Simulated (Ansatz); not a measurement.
**F2H4O2Si2: one species, many methods**

The task here is to estimate one member of a computed series from the others.

Computed with Ansatz 0.2.0, Gaussian basis. Level: functionals in def2-TZVPP, the program's frozen cores in correlated methods.

The runs, in order: LDA (SPW92), PBE-D4, revPBE-D4, BLYP-D4, r2SCAN-D4, B97M-V, PBE0-D4, B3LYP-D4, r2SCANh-D4, r2SCAN0-D4, HSE06-D4, BHLYP-D4, CAM-B3LYP-D4, LC-ωPBE, ωB97X-V, ωB97M-V, B2PLYP, PBE-QIDH; CCSD(T)/def2-SVP; CCSD(T)/def2-TZVPP; MP2/def2-QZVPP; extrapolation to the limit; RPA on PBE.

### The geometry

The geometry comes from an earlier relaxation with PBE0-D4 in a triple-zeta def2 set; it is a stationary point, not always the lowest conformer.

10 atoms, charge 0, spin multiplicity 1.

Atoms are counted from 1 here; the program's logs count them from 0.

Bond lengths: O1–Si2 1.611 Å, O1–H7 0.958 Å, Si2–F3 1.581 Å, Si2–F4 1.581 Å, Si2–O5 1.590 Å, O5–Si6 1.640 Å, Si6–H8 1.481 Å, Si6–H9 1.483 Å, Si6–H10 1.483 Å. Angles: Si2–O1–H7 119.1°, O1–Si2–F3 111.1°, O1–Si2–F4 111.1°, O1–Si2–O5 108.3°, F3–Si2–F4 105.2°, F3–Si2–O5 110.6°, F4–Si2–O5 110.6°, Si2–O5–Si6 155.0°, O5–Si6–H8 107.8°, O5–Si6–H9 109.5°, O5–Si6–H10 109.4°, H8–Si6–H9 110.1°, H8–Si6–H10 110.1°, H9–Si6–H10 109.8°.

Coordinates:

```xyz
10
F2H4O2Si2
O    -1.9095    0.6516    1.3169
Si   -0.3265    0.5797    1.0252
F     0.3046    2.0273    0.9567
F     0.4358   -0.1506    2.2020
O    -0.1075   -0.1920   -0.3479
Si    0.7843   -0.8658   -1.5485
H    -2.2173    1.0933    2.1090
H    -0.1512   -1.3642   -2.5830
H     1.6877    0.1579   -2.1282
H     1.5830   -1.9883   -0.9991
```

Set-up of the first run:

in.yaml reads:

```yaml
crystal:
  periodic: [false, false, false]
  atoms:
    - {symbol: O, position_ang: [-1.909519, 0.651595, 1.316894]}
    - {symbol: Si, position_ang: [-0.326536, 0.579653, 1.025195]}
    - {symbol: F, position_ang: [0.304594, 2.027263, 0.956688]}
    - {symbol: F, position_ang: [0.435757, -0.150553, 2.201987]}
    - {symbol: O, position_ang: [-0.107487, -0.192003, -0.347882]}
    - {symbol: Si, position_ang: [0.784293, -0.865815, -1.548511]}
    - {symbol: H, position_ang: [-2.217290, 1.093271, 2.109017]}
    - {symbol: H, position_ang: [-0.151239, -1.364233, -2.582990]}
    - {symbol: H, position_ang: [1.687666, 0.157924, -2.128174]}
    - {symbol: H, position_ang: [1.582963, -1.988302, -0.999124]}
basis:
  gaussian: {orbitals: def2-TZVPP}
hamiltonian: {xc: lda}
output: {orbitals: {seedname: orbitals}}
```

Launch:

```console
$ ansatz run in.yaml --threads 4 --pin off --events-out ev --progress --plain --max-ram 10444MiB
```

Among the steps run: LDA; PBE-D4 (GGA); revPBE-D4 (GGA); BLYP-D4 (GGA); r2SCAN-D4 (meta-GGA); B97M-V (meta-GGA); B3LYP-D4 (hybrid); r2SCANh-D4 (hybrid); r2SCAN0-D4 (hybrid); HSE06-D4 (hybrid); BHLYP-D4 (hybrid); CAM-B3LYP-D4 (range-separated); LC-ωPBE (range-separated); ωB97X-V (range-separated); ωB97M-V (range-separated); B2PLYP (double hybrid); PBE-QIDH (double hybrid).

One table of the session follows, with a row left open; its other results are not shown here.

It belongs to the step «Frontier levels by functional». 

| functional | HOMO (eV) | gap (eV) |
| --- | --- | --- |
| LDA (SPW92) | -7.98 | 6.71 |
| PBE-D4 | -7.89 | 6.88 |
| revPBE-D4 | -7.85 | 6.96 |
| BLYP-D4 | -7.81 | 6.88 |
| r2SCAN-D4 | -8.27 | 7.75 |
| B97M-V | -8.36 | 7.54 |
| PBE0-D4 | -9.38 | 9.25 |
| B3LYP-D4 | -9.17 | 8.78 |
| r2SCANh-D4 | -8.82 | 8.58 |
| r2SCAN0-D4 | -9.63 | 9.80 |
| HSE06-D4 | -8.97 | 8.47 |
| BHLYP-D4 | -10.79 | 11.47 |
| CAM-B3LYP-D4 | -10.83 | 11.62 |
| LC-ωPBE | ? | ? |
| ωB97X-V | -11.85 | 13.73 |
| ωB97M-V | -11.68 | 13.19 |

Estimate the missing values for LC-ωPBE.

As computed: HOMO (eV): -12.19; gap (eV): 14.26. In the column «HOMO (eV)» it is the lowest.
